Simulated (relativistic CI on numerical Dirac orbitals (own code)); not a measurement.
**Ga XXII (Ga²¹⁺): levels and lines**

The task is the spectrum of Ga²¹⁺: levels, purity of their labels, lifetimes and lines; further runs change one setting each.

The numbers are computed with relativistic CI on numerical Dirac orbitals (own code) version 2 (Dirac-Coulomb-Breit CI, KLI orbitals optimised for each configuration, model QED (radiative potential, 1s self-energy scaled to tabulated hydrogen-like ionisation energies)), except any that are marked as measured or tabulated.

## 1. What is computed

* ion: Ga²¹⁺ (Ga XXII)
* nuclear charge: 31
* electrons: 10
* isotope: A = 69
* first configuration typed: [He] 2s2 2p6

The outer shells:

first configuration typed
```
[He] core
2s [↑↓]
2p [↑↓][↑↓][↑↓]
```

## 2. Base run

Settings, as recorded:

```ini
atom Ga  Z=31  charge=21  electrons=10
nucleus A=69  rms_radius_fm=3.9973
hamiltonian dirac-coulomb  breit=on  qed=on  c_scale=1
orbitals kli  potential=per-configuration
slater_scale 1
correlation none
mixing on
configurations
  [He] 2s2 2p6
  [He] 2s2 2p5 3s
  [He] 2s2 2p5 3p
  [He] 2s2 2p5 3d
  [He] 2s 2p6 3s
  [He] 2s 2p6 3p
  [He] 2s 2p6 3d
  [He] 2s2 2p5 4s
  [He] 2s2 2p5 4p
  [He] 2s2 2p5 4d
  [He] 2s2 2p5 4f
  [He] 2s 2p6 4s
  [He] 2s2 2p4 3s2
  [He] 2s 2p6 4p
  [He] 2s 2p6 4d
  [He] 2s 2p6 4f
end
```

## 3. Slater integrals scaled by 0.9

Settings: those of step 2 with these lines changed.

```diff
@@ -4,3 +4,3 @@
 orbitals kli  potential=per-configuration
-slater_scale 1
+slater_scale 0.9
 correlation none
```

## 4. Without QED terms

Settings: those of step 3 with these lines changed.

```diff
@@ -2,5 +2,5 @@
 nucleus A=69  rms_radius_fm=3.9973
-hamiltonian dirac-coulomb  breit=on  qed=on  c_scale=1
+hamiltonian dirac-coulomb  breit=on  qed=off  c_scale=1
 orbitals kli  potential=per-configuration
-slater_scale 0.9
+slater_scale 1
 correlation none
```

## 5. Non-relativistic limit (c × 1000)

Settings: those of step 4 with these lines changed.

```diff
@@ -2,3 +2,3 @@
 nucleus A=69  rms_radius_fm=3.9973
-hamiltonian dirac-coulomb  breit=on  qed=off  c_scale=1
+hamiltonian dirac-coulomb  breit=off  qed=off  c_scale=1000
 orbitals kli  potential=per-configuration
```

(Steps that only read results are left out.)

Q: Predict the outcome of this session. Wanted: lowest level; first excitation; lowest level of the other parity; fastest E1 line; ionisation energy.

As calculated:

| run | time | mean size of shift, levels followed (cm⁻¹) | lowest level | ionisation energy (eV) |
| --- | --- | --- | --- | --- |
| main run | 0.62 s | 0 | 2p6 1S0 | 2006.9 |
| Slater integrals scaled by 0.9 | 0.62 s | 1721 | 2p6 1S0 | 2006.9 |
| without QED terms | 0.33 s | 690 | 2p6 1S0 | 2006.9 |
| non-relativistic limit (c × 1000) | 0.28 s | 65872 | 2p6 1S0 | - |

The semi-empirical ionisation energy (NIST) is 2010 eV.

| quantity | value |
| --- | --- |
| lowest level | 2p6 1S0 |
| first excitation | 2p5 3s 3P°2, 1140.55 eV |
| lowest level of the other parity | 2p5 3s 3P°2, 1140.55 eV |
| levels in the model | 94 |
| fastest E1 line (by rate) to the lowest level among the lowest 89 of 94 levels | 0.9642 nm, from 2p5 3d [2p1/2 2p3/2^4 3d3/2] J=1° |
| ionisation energy | 2006.9 eV |
| ionisation energy, semi-empirical (NIST) | 2010 eV |

What this shows: 2p6 1S0 comes out lowest; its LS label holds 100 % and its jj label 100 %; over the low levels the means are 74 and 93 %, so jj coupling describes them better. The ionisation energy from the two ground configurations alone is 0.15 % below the semi-empirical value. The largest mover is «non-relativistic limit (c × 1000)» (65872 cm⁻¹ on average). Lifetimes count radiative decay inside the model alone.
